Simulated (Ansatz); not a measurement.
Turn this script for the Ansatz DFT code, driven from Python into the input file that the command-line program reads.

`al.py`:
```python
"""Cell relaxation of Al."""

import ansatz as az
from ase import Atoms
from ase.neighborlist import neighbor_list
import matplotlib.pyplot as plt
import numpy as np

XC = "r2scan"
K_SPACING = 0.32
OCCUPATIONS = "cold"

def edges_and_angles(cell):
    cell = np.asarray(cell)
    a, b, c = np.linalg.norm(cell, axis=1)
    cosines = cell[1] @ cell[2] / (b * c), cell[0] @ cell[2] / (a * c), cell[0] @ cell[1] / (a * b)
    return (a, b, c, *np.degrees(np.arccos(cosines)))

al = (
    az.Lattice.of([2.827077, 0.0, 0.0], [-1.413539, 2.448321, 0.0], [0.0, 0.0, 9.185993])
    .atom("Al", [0.0, 0.0, 0.0])
    .atom("Al", [1 / 3, 2 / 3, 0.25])
    .atom("Al", [0.0, 0.0, 0.5])
    .atom("Al", [2 / 3, 1 / 3, 0.75])
)

# only the volume may change
calculation = (
    al.calculation()
    .functional(XC)
    .pseudopotentials("paw")
    .kpoints(spacing=K_SPACING)
    .occupations(OCCUPATIONS, width=50 * az.meV)
    .relax(fix_cell=["shape"])
)
steps = []


def collect(event):
    if event["event"] == "relax_step":
        steps.append(event["data"])


result = calculation.session().plan().execute(on_event=collect)
report = result.report
print("step   energy (eV)     max comp. (eV/A)   P (GPa)  SCF")
for s in steps:
    print(f"{s['step']:4d} {s['lagrangian_ev']:15.5f} {s['allowed_force_max_ev_ang']:12.4f} {s['pressure_gpa']:10.3f} {s['n_scf']:5d}")

first, last = steps[0], steps[-1]
symbols = [site.symbol for site in result.lattice.sites]
print(f"energy gained {first['lagrangian_ev'] - last['lagrangian_ev']:.4f} eV in {len(steps) - 1} steps")
for label, vectors in (("before", first["cell_ang"]), ("after", result.lattice.cell_ang)):
    print(label, "a b c (A) {:.4f} {:.4f} {:.4f}  angles {:.2f} {:.2f} {:.2f}".format(*edges_and_angles(vectors)), f" V = {abs(np.linalg.det(vectors)):.3f} A^3")
print("final stress xx yy zz (GPa, compression positive):", np.round(np.diag(report["stress_gpa"]), 3) + 0.0)

fig, (top, bottom) = plt.subplots(2, 1, sharex=True, figsize=(4.5, 4))
top.plot([s["lagrangian_ev"] - last["lagrangian_ev"] for s in steps], "o-")
top.set_ylabel("E - E(final) (eV)")
bottom.semilogy([max(s["allowed_force_max_ev_ang"], 1e-6) for s in steps], "s-")
bottom.set(xlabel="step", ylabel="largest force (eV/A)")
fig.tight_layout()
fig.savefig("relax.png", dpi=100)

print("atom   start x y z (A)              end x y z (A)")
for symbol, a, b in zip(symbols, first["positions_ang"], last["positions_ang"]):
    print(f"{symbol:3s}", " ".join(f"{v:8.4f}" for v in a), "  ", " ".join(f"{v:8.4f}" for v in b))

final = Atoms(symbols, positions=last["positions_ang"], cell=result.lattice.cell_ang, pbc=True)
i, j, d = neighbor_list("ijd", final, 4.5)
print("neighbours within 1.2 times the shortest distance of each atom (A)")
for atom in range(len(final)):
    near = [m for m in np.argsort(d) if i[m] == atom]
    shell = [m for m in near if d[m] < 1.2 * d[near[0]]]
    print(f"{symbols[atom]}{atom} ({len(shell)}):", ", ".join(f"{symbols[j[m]]} {d[m]:.3f}" for m in shell))

print("relaxed fractional positions")
for site in result.lattice.sites:
    print(f"  {site.symbol:2s}", " ".join(f"{v % 1:8.5f}" for v in np.round(site.position_frac, 5)))

print("%-22s %14.5f eV" % ("F = E - TS", report["free_energy_ev"]))
print("%-22s %14.5f eV" % ("E", report["internal_energy_ev"]))
print("%-22s %14.5f eV" % ("Harris-Foulkes", report["harris_foulkes_ev"]))
print("%-22s %14.5f eV" % ("Fermi level", report["fermi_energy_ev"]))
```

```console
$ python al.py
DeckWarning: basis.ecutwfc = 500 eV, auto-derived from the records' recommended cutoffs: set by Al (their level for a meta-GGA)
step   energy (eV)     max comp. (eV/A)   P (GPa)  SCF
   1     -2161.57021       0.0000      0.060     7
   2     -2161.57022       0.0000     -0.018     3
   3     -2161.57022       0.0000     -0.018     4
energy gained 0.0000 eV in 2 steps
before a b c (A) 2.8271 2.8271 9.1860  angles 90.00 90.00 120.00  V = 63.582 A^3
after a b c (A) 2.8278 2.8278 9.1885  angles 90.00 90.00 120.00  V = 63.634 A^3
final stress xx yy zz (GPa, compression positive): [-1.157 -1.157  2.26 ]
atom   start x y z (A)              end x y z (A)
Al    0.0000   0.0000   0.0000      0.0000   0.0000   0.0000
Al   -0.0000   1.6322   2.2965     -0.0000   1.6327   2.2971
Al    0.0000   0.0000   4.5930      0.0000   0.0000   4.5943
Al    1.4135   0.8161   6.8895      1.4139   0.8163   6.8914
neighbours within 1.2 times the shortest distance of each atom (A)
Al0 (12): Al 2.818, Al 2.818, Al 2.818, Al 2.818, Al 2.818, Al 2.818, Al 2.828, Al 2.828, Al 2.828, Al 2.828, Al 2.828, Al 2.828
Al1 (12): Al 2.818, Al 2.818, Al 2.818, Al 2.818, Al 2.818, Al 2.818, Al 2.828, Al 2.828, Al 2.828, Al 2.828, Al 2.828, Al 2.828
Al2 (12): Al 2.818, Al 2.818, Al 2.818, Al 2.818, Al 2.818, Al 2.818, Al 2.828, Al 2.828, Al 2.828, Al 2.828, Al 2.828, Al 2.828
Al3 (12): Al 2.818, Al 2.818, Al 2.818, Al 2.818, Al 2.818, Al 2.818, Al 2.828, Al 2.828, Al 2.828, Al 2.828, Al 2.828, Al 2.828
relaxed fractional positions
  Al  0.00000  0.00000  0.00000
  Al  0.33333  0.66667  0.25000
  Al  0.00000  0.00000  0.50000
  Al  0.66667  0.33333  0.75000
F = E - TS                -2161.57022 eV
E                         -2161.57023 eV
Harris-Foulkes            -2161.57022 eV
Fermi level                   8.22193 eV
```
(Warnings from the package without file and line.)

`input.yaml`:
```yaml
crystal:
  lattice:
    - [2.827077, 0.0, 0.0]
    - [-1.413539, 2.448321, 0.0]
    - [0.0, 0.0, 9.185993]
  atoms:
    - { symbol: Al, position: [0.0, 0.0, 0.0] }
    - { symbol: Al, position: [0.3333333333333, 0.6666666666667, 0.25] }
    - { symbol: Al, position: [0.0, 0.0, 0.5] }
    - { symbol: Al, position: [0.6666666666667, 0.3333333333333, 0.75] }
kpoints:
  mp_grid: { kspacing: 0.32 }
hamiltonian:
  xc: r2scan
  pseudopotentials: { kind: paw }
scf:
  occupations: { method: cold, width: 0.05 }
relax:
  cell: { fix: [shape] }
```

The program run on that file:
```console
$ ansatz run input.yaml --threads 1 --pin off --max-ram 3072MiB --backend cpu --events-out ev --progress --plain --runs-dir out
Engine: ansatz 0.2.0, x86_64-unknown-linux-gnu
Pseudopotentials: kind: paw
Pseudopotential: Al, paw, valence charge 3, recommended cutoff 500 eV (meta_gga), Al.paw.azcp
Functional definition: r2SCAN
  parameter k0 = 0.174
  parameter k1 = 0.065
  parameter a1 = 4.9479
  exchange = r2scan_x(k0 = k0, k1 = k1, a1 = a1)
  correlation = r2scan_c
Crystal: 4 atoms, lattice volume = 63.582 Å³
Basis set: ecut = 500 eV, 1593 PW (Γ), exchange–correlation on 96×96×288 points (64 copies of the dense FFT grid, shifted against one another)
Bands: 10, of which v1, the nominal top of the filled ones, is band 6 counted from 1 (5 counted from 0)
Symmetry: 24 space group operations
Space group: P63/mmc (ITA 194), of the structure as read, at distance tolerance 4.0e-5 Å
k-points: 24 of 243
Non-local potential: Al, projectors of the file, l = 0: 2, l = 1: 2, l = 2: 1
PAW form: soft (Blöchl's): semilocal exchange-correlation on the pseudo side does not see the compensation charge
PAW frozen core: Al, regenerated for the run's functional (the file was generated under x = pbe(κ = 0.804, μ = 0.2195149727645171), c = pbe(β = 0.06672455060314922))
PAW one-centre angular grid: Al, 302 points (default); XC on 160 Gauss nodes
Initial density: superposition of atomic densities (neutral atoms: chi_scale 0, normalization atom), corrected by the library's trained network
Initial wavefunctions: pseudopotential atomic-orbital guess
Functional: x = r2scan, c = r2scan; τ floored in thin density (d = 2e-4 eV/Å³)
SCF iter   1: F=—  HF=-2161.542163 eV  |F-HF|=—  |Δ(HF+E_count)|=         —  Δρ=3.71e-3  dr2=9.81e-3  dr2_τ=1.98e-2  ethr=1.77e-3  ⟨swp⟩=8.0  Hψ=2177  notcnv=0
preconditioner: auto → none  [insulator: Δε(μ)=0.056 eV  Ē_g=8.025 eV  σ=0.050 eV  W_gap=0.65  n_scr=6 (ndim 8)  ℏωp=16.1 eV  f_vac=0.000  D(μ)=2.87/eV (n_scr^D=26)  ε∞_Penn≈5.0]
SCF iter   2: F=—  HF=-2161.570637 eV  |F-HF|=—  |Δ(HF+E_count)|=   2.85e-2  S|Δr|=    0.00e0  Δρ=2.45e-3  dr2=4.07e-3  dr2_τ=1.10e-5  ethr=8.18e-5  ⟨swp⟩=2.2  Hψ=667  notcnv=0  defer=11
SCF iter   3: F=—  HF=-2161.570790 eV  |F-HF|=—  |Δ(HF+E_count)|=   1.53e-4  S|Δr|=    0.00e0  Δρ=9.52e-4  dr2=2.00e-3  dr2_τ=6.03e-6  ethr=3.39e-5  ⟨swp⟩=2.2  Hψ=334  notcnv=0  defer=11
SCF iter   4: F=—  HF=-2161.570226 eV  |F-HF|=—  |Δ(HF+E_count)|=   5.64e-4  S|Δr|=    0.00e0  Δρ=3.69e-4  dr2=9.73e-5  dr2_τ=2.07e-7  ethr=1.66e-5  ⟨swp⟩=2.0  Hψ=334  notcnv=0  defer=11
SCF iter   5: F=—  HF=-2161.570213 eV  |F-HF|=—  |Δ(HF+E_count)|=   1.31e-5  S|Δr|=    0.00e0  Δρ=9.53e-5  dr2=5.69e-6  dr2_τ=1.84e-8  ethr=8.11e-7  ⟨swp⟩=1.0  Hψ=230  notcnv=0  defer=11
SCF iter   6: F=—  HF=-2161.570213 eV  |F-HF|=—  |Δ(HF+E_count)|=   1.64e-8  S|Δr|=    0.00e0  Δρ=1.69e-5  dr2=1.71e-7  dr2_τ=5.49e-10  ethr=4.74e-8  ⟨swp⟩=1.0  Hψ=229  notcnv=0  defer=11
SCF iter   7: F=-2161.570213 eV  HF=-2161.570213 eV  |F-HF|=2.06e-10  |Δ(HF+E_count)|=   1.44e-8  S|Δr|=    0.00e0  Δρ=6.63e-7  dr2=4.60e-10  dr2_τ=1.42e-12  ethr=8.33e-10  ⟨swp⟩=3.6  Hψ=658  notcnv=0
SCF 1 converged in 7 iterations: F = -2161.570213 eV  dr2 = 4.60e-10
  greatest PAW one-centre occupation: 0.438 electrons in one spin orbital (limit 2), on the Al atom at site 2 (counted from 0), in its partial waves of l = 0
relax step   1: F+E_penalty+E_count = -2161.57021310 eV  Δ(F+E_penalty+E_count) = +0.000e0 eV  max|allowed force component| = 2.544e-17 eV/Å  Δτ_max = 0.0000 Å  P = +0.060 GPa  Ω = 63.582 Å³  fix = [alpha, beta, gamma, b/a, c/a]  reactions: c/a +2.279 GPa  (7 SCF iters, dr2 threshold 1.00e-7 eV, accepted)
Crystal: 4 atoms, lattice volume = 63.634 Å³
Initial density: handed on by an earlier stage of this run
Initial wavefunctions: those handed on with the density
iter 1 solved again at ethr=1.66e-9 eV; its pass at ethr=3.10e-3 eV (dr2=1.99e-7 eV) is discarded
SCF iter   1: F=—  HF=-2161.570219 eV  |F-HF|=—  |Δ(HF+E_count)|=         —  Δρ=1.82e-5  dr2=2.02e-7  dr2_τ=2.25e-7  ethr=1.66e-9  ⟨swp⟩=2.0  Hψ=2001  notcnv=0
preconditioner: auto → none  [insulator: Δε(μ)=0.083 eV  Ē_g=8.024 eV  σ=0.050 eV  W_gap=0.73  n_scr=6 (ndim 8)  ℏωp=16.1 eV  f_vac=0.000  D(μ)=2.74/eV (n_scr^D=26)  ε∞_Penn≈5.0]
SCF iter   2: F=—  HF=-2161.570219 eV  |F-HF|=—  |Δ(HF+E_count)|=   3.09e-7  S|Δr|=    0.00e0  Δρ=1.10e-5  dr2=7.83e-8  dr2_τ=7.67e-10  ethr=1.66e-9  ⟨swp⟩=2.0  Hψ=384  notcnv=0
SCF iter   3: F=-2161.570219 eV  HF=-2161.570219 eV  |F-HF|=8.91e-11  |Δ(HF+E_count)|=   6.24e-8  S|Δr|=    0.00e0  Δρ=1.92e-6  dr2=2.35e-9  dr2_τ=2.30e-11  ethr=7.50e-11  ⟨swp⟩=3.0  Hψ=860  notcnv=0
SCF 2 converged in 3 iterations: F = -2161.570219 eV  dr2 = 2.35e-9
relax step   2: F+E_penalty+E_count = -2161.57021889 eV  Δ(F+E_penalty+E_count) = -5.794e-6 eV  max|allowed force component| = 1.850e-17 eV/Å  Δτ_max = 0.0000 Å  P = -0.018 GPa  Ω = 63.634 Å³  energy of the carried Pulay correction = -1.059e-6 eV  fix = [alpha, beta, gamma, b/a, c/a]  reactions: c/a +2.278 GPa  (3 SCF iters, dr2 threshold 9.01e-9 eV, accepted)
Initial wavefunctions: pseudopotential atomic-orbital guess (no wavefunctions were taken with the density)
iter 1 solved again at ethr=9.58e-8 eV; its pass at ethr=3.10e-3 eV (dr2=1.15e-5 eV) is discarded
SCF iter   1: F=—  HF=-2161.570219 eV  |F-HF|=—  |Δ(HF+E_count)|=         —  Δρ=2.18e-6  dr2=2.35e-9  dr2_τ=2.70e-11  ethr=9.58e-8  ⟨swp⟩=3.0  Hψ=2874  notcnv=0
eigensolver tolerance schedule: the retry pair's looser diagonalisation over-reported the residual by 4900.82 of it (diagonalisation noise at 0.18 of the residual, at the tolerance the schedule requests for it); recorded, not acted on — ethr = c·dr2/N_el stays at c = 1.0e-1
SCF iter   2: F=—  HF=-2161.570220 eV  |F-HF|=—  |Δ(HF+E_count)|=   9.22e-7  S|Δr|=    0.00e0  Δρ=1.09e-6  dr2=5.49e-10  dr2_τ=1.82e-11  ethr=1.95e-11  ⟨swp⟩=2.3  Hψ=375  notcnv=0
SCF iter   3: F=—  HF=-2161.570220 eV  |F-HF|=—  |Δ(HF+E_count)|=  4.07e-10  S|Δr|=    0.00e0  Δρ=2.78e-7  dr2=1.92e-10  dr2_τ=8.76e-13  ethr=4.58e-12  ⟨swp⟩=2.2  Hψ=346  notcnv=0
SCF iter   4: F=-2161.570220 eV  HF=-2161.570220 eV  |F-HF|=9.09e-13  |Δ(HF+E_count)|=  5.41e-11  S|Δr|=    0.00e0  Δρ=1.38e-8  dr2=1.03e-13  dr2_τ=4.03e-15  ethr=1.00e-12  ⟨swp⟩=2.2  Hψ=822  notcnv=0
SCF 3 converged in 4 iterations: F = -2161.570220 eV  dr2 = 1.03e-13
relax step   3: F+E_penalty+E_count = -2161.57022019 eV  Δ(F+E_penalty+E_count) = -1.305e-6 eV  max|allowed force component| = 2.776e-17 eV/Å  Δτ_max = 0.0000 Å  P = -0.018 GPa  Ω = 63.634 Å³  fix = [alpha, beta, gamma, b/a, c/a]  reactions: c/a +2.278 GPa  stress off target by 1.79e-2 GPa on what of the cell is left free  SCF on the basis re-selected at this cell (its energy is not comparable with the rows above)  (4 SCF iters)
basis re-selected at this cell: Δ(F+E_penalty+E_count) = -1.305e-6 eV, ΔP = -0.000 GPa vs the last step (what re-selecting the basis moved, of the pressure what is left beyond the Pulay correction that the steps carried, after the strain that the cell walked since its last selection, with what the two solves' SCF thresholds leave and, on support functions, any second-order correction that the steps lacked; it is no measure of the basis error at this ecutwfc). This SCF's stress stands 1.79e-2 GPa from its target on what of the cell is left free (relax.cell.stress_tol is 5.00e-2 GPa) and its largest allowed force component is 2.78e-17 eV/Å (relax.f_tol is 1.00e-2 eV/Å): within both
SCF converged after 4 iterations
Stability not checked: this state was not tested for a lower state beside it, because cold or Methfessel-Paxton smearing, or corrected tetrahedra, fill the levels in a way that the test cannot read (fill_not_monotonic; see scf.lower_state_search)
Free energy (F): -2161.570220 eV
Harris-Foulkes:  -2161.570220 eV  (|F-HF|=9.09e-13)
Internal energy: -2161.570234 eV  (E = F + TS)
E sigma→0 (E₀):  -2161.570225 eV
Entropy (-TS):   0.000014 eV (0.004 meV/atom)
Fermi energy:    8.221932 eV
--- Per-component energies (eV) ---
  E_band       = 42.509248
  E_kinetic    = 94.152986
  E_local      = 43.386597  (includes V_loc(G=0)·N_el)
  E_nonlocal   = 38.416481
  E_hartree    = 0.492649
  E_xc         = -147.676132
  E_vxc        = -125.713882  (∫ρ·V_xc dr)
  E_paw        = -1892.449148  (= ΣΔE_a)
  E_vpaw       = -13.636535  (= ΣTr[D̂ρ^β])
  E_aug_tail   = -0.000003  (compensation charges beyond the density's cutoff)
  E_vtau       = 4.918307  (kinetic-family band-sum trace: ∫τ·v_τ [+ j·A + Jᵃ·Aᵃ] dr)
  E_ewald      = -297.653233
  E_core_change = -0.240432  (= ΣΔE_core)
  E_smearing   = 0.000014  (= −TS)
  E_closure    = 0.000000  (closes the sum)
  Σ components = -2161.570220   (vs F -2161.570220, Δ=0.00e0)
--- Forces (eV/Å), atoms counted from 1 ---
  atom   1  Al     0.00000000    -0.00000000     0.00000000
  atom   2  Al    -0.00000000    -0.00000000     0.00000000
  atom   3  Al     0.00000000    -0.00000000     0.00000000
  atom   4  Al     0.00000000     0.00000000     0.00000000
  max |Σ_I F_I| component: 4.12e-30 eV/Å
--- Stress (GPa, compression-positive) ---
       -1.156995      -0.000000       0.000000
        0.000000      -1.156995       0.000000
        0.000000       0.000000       2.260419
  P = ⅓ Tr σ = -0.0179 GPa (-0.179 kbar)
--- Relaxed structure (2 steps of the walk, 2 accepted, 1 SCFs on fresh bases) ---
  F+E_penalty+E_count = -2161.57022019 eV   max|allowed force component| = 2.776e-17 eV/Å   (the final SCF, on the basis selected at the relaxed cell)
  cell:  # Å, volume = 63.6338 Å³
    - [2.827849514519309, 2.887539873197804e-7, 0.0]
    - [-1.413925007327943, 2.44898937327622, 0.0]
    - [0.0, 0.0, 9.188502186303227]
  atoms:
    - { symbol: Al, position: [1.9094335378624396e-35, 6.964978019155844e-36, -4.367904537709469e-37] }
    - { symbol: Al, position: [0.3333333333333334, 0.6666666666666669, 0.25] }
    - { symbol: Al, position: [1.8216093541622477e-35, -6.145572974741249e-36, 0.5] }
    - { symbol: Al, position: [0.6666666666666669, 0.33333333333333337, 0.7500000000000001] }
```

Caveats:
- Absolute energies stand on the zero of these potentials, so only differences at equal settings mean something. A total without «per atom» is that of the cell as typed.
- Forces vanish by symmetry, so the ions can't move, and the end may be a saddle.
- Under cold or Methfessel-Paxton smearing the entropy term is a generalised one and can be negative.
- The mesh is modest for a metal, so energies can be off by several to tens of meV an atom and pressures by half a GPa or more; differences at equal mesh fare better.
- The zero of the levels is a convention of the potentials, so an absolute Fermi energy is no work function.
- Energies along a relaxation are free energies. Rows at an unchanged volume are solved on a plane-wave basis chosen afresh for that cell, so the energy jumps there and such rows are no steps of the walk.
- This isn't the structure that Al takes at ambient conditions.
- Wall time of the script: 7.5 s on 1 thread of Intel(R) Xeon(R) Processor @ 2.30GHz (shared host), peak memory 0.74 GiB.

(Lines on the test bed's own set-up are left out of the output.)
